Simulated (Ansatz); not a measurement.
**C₂H₈AlFSe: a ladder of functionals and wavefunction methods**

One table from this session's results is given with a row withheld; the runs are named, their logs left out.

Method: functionals in def2-TZVPP, the program's frozen cores in correlated methods; program: Ansatz 0.2.0, Gaussian basis.

Levels to be run: LDA (SPW92), PBE-D4, revPBE-D4, BLYP-D4, r2SCAN-D4, B97M-V, PBE0-D4, B3LYP-D4, r2SCANh-D4, r2SCAN0-D4, HSE06-D4, BHLYP-D4, CAM-B3LYP-D4, LC-ωPBE, ωB97X-V, ωB97M-V, B2PLYP, PBE-QIDH; CCSD(T)/def2-SVP; CCSD(T)/def2-TZVPP; MP2/def2-QZVPP; extrapolation to the limit; RPA on PBE.

### The relaxed structure

The geometry comes from an earlier relaxation with PBE0-D4 in a triple-zeta def2 set; it is a stationary point, not always the lowest conformer.

SMILES `[CH3][Al-]([CH3])([F])[SeH2+]`, 13 atoms, charge 0, spin multiplicity 1.

Atoms are counted from 1 here; the program's logs count them from 0.

Bond lengths: C1–Al2 1.956 Å, C1–H6 1.095 Å, C1–H7 1.094 Å, C1–H8 1.096 Å, Al2–C3 1.956 Å, Al2–F4 1.677 Å, Al2–Se5 2.734 Å, C3–H9 1.094 Å, C3–H10 1.096 Å, C3–H11 1.095 Å, Se5–H12 1.468 Å, Se5–H13 1.468 Å. Angles: Al2–C1–H6 112.1°, Al2–C1–H7 112.6°, Al2–C1–H8 110.5°, H6–C1–H7 107.9°, H6–C1–H8 106.7°, H7–C1–H8 106.7°, C1–Al2–C3 123.2°, C1–Al2–F4 116.0°, C1–Al2–Se5 99.1°, C3–Al2–F4 116.0°, C3–Al2–Se5 99.1°, F4–Al2–Se5 93.3°, Al2–C3–H9 112.6°, Al2–C3–H10 110.6°, Al2–C3–H11 112.1°, H9–C3–H10 106.7°, H9–C3–H11 107.9°, H10–C3–H11 106.7° and more.

The first run:

The input, in.yaml:

```yaml
crystal:
  periodic: [false, false, false]
  atoms:
    - {symbol: C, position_ang: [-1.899925, 0.355498, 0.147659]}
    - {symbol: Al, position_ang: [-0.121288, -0.151821, -0.488680]}
    - {symbol: C, position_ang: [0.815626, -1.758967, 0.115507]}
    - {symbol: F, position_ang: [0.309542, 0.424791, -2.003327]}
    - {symbol: Se, position_ang: [1.362747, 1.733274, 0.823265]}
    - {symbol: H, position_ang: [-1.989354, 0.268306, 1.235244]}
    - {symbol: H, position_ang: [-2.169441, 1.378700, -0.130501]}
    - {symbol: H, position_ang: [-2.664256, -0.299896, -0.284333]}
    - {symbol: H, position_ang: [1.868018, -1.768643, -0.183360]}
    - {symbol: H, position_ang: [0.357597, -2.656190, -0.315234]}
    - {symbol: H, position_ang: [0.774081, -1.876274, 1.203154]}
    - {symbol: H, position_ang: [2.516206, 1.511719, -0.058070]}
    - {symbol: H, position_ang: [0.860949, 2.804703, -0.046525]}
basis:
  gaussian: {orbitals: def2-TZVPP}
hamiltonian: {xc: lda}
output: {orbitals: {seedname: orbitals}}
```

Run with:

```
$ ansatz run in.yaml --threads 4 --pin off --events-out ev --progress --plain --max-ram 11315MiB
```

Steps of the session up to this table: LDA; PBE-D4 (GGA); revPBE-D4 (GGA); BLYP-D4 (GGA); r2SCAN-D4 (meta-GGA); B97M-V (meta-GGA); PBE0-D4 (hybrid); B3LYP-D4 (hybrid); r2SCANh-D4 (hybrid); r2SCAN0-D4 (hybrid); HSE06-D4 (hybrid); BHLYP-D4 (hybrid); CAM-B3LYP-D4 (range-separated); LC-ωPBE (range-separated); ωB97X-V (range-separated); ωB97M-V (range-separated); B2PLYP (double hybrid); PBE-QIDH (double hybrid).

One of the session's tables, all rows but one given; the rest of the session is left out.

It belongs to the step «Orbital energies across the functionals». 

| functional | HOMO (eV) | gap (eV) |
| --- | --- | --- |
| LDA (SPW92) | ? | ? |
| PBE-D4 | -6.07 | 4.34 |
| revPBE-D4 | -6.01 | 4.33 |
| BLYP-D4 | -5.96 | 4.29 |
| r2SCAN-D4 | -6.34 | 4.84 |
| B97M-V | -6.41 | 4.84 |
| PBE0-D4 | -7.37 | 6.56 |
| B3LYP-D4 | -7.16 | 6.06 |
| r2SCANh-D4 | -6.83 | 5.66 |
| r2SCAN0-D4 | -7.56 | 6.88 |
| HSE06-D4 | -6.97 | 5.77 |
| BHLYP-D4 | -8.59 | 8.69 |
| CAM-B3LYP-D4 | -8.77 | 9.02 |
| LC-ωPBE | -10.14 | 11.64 |
| ωB97X-V | -9.77 | 11.09 |
| ωB97M-V | -9.63 | 10.76 |

Estimate the missing values for LDA (SPW92).

**Answer.** HOMO (eV): -6.21; gap (eV): 4.38. In the column «HOMO (eV)» it lies between r2SCAN-D4 (-6.34) and PBE-D4 (-6.07).
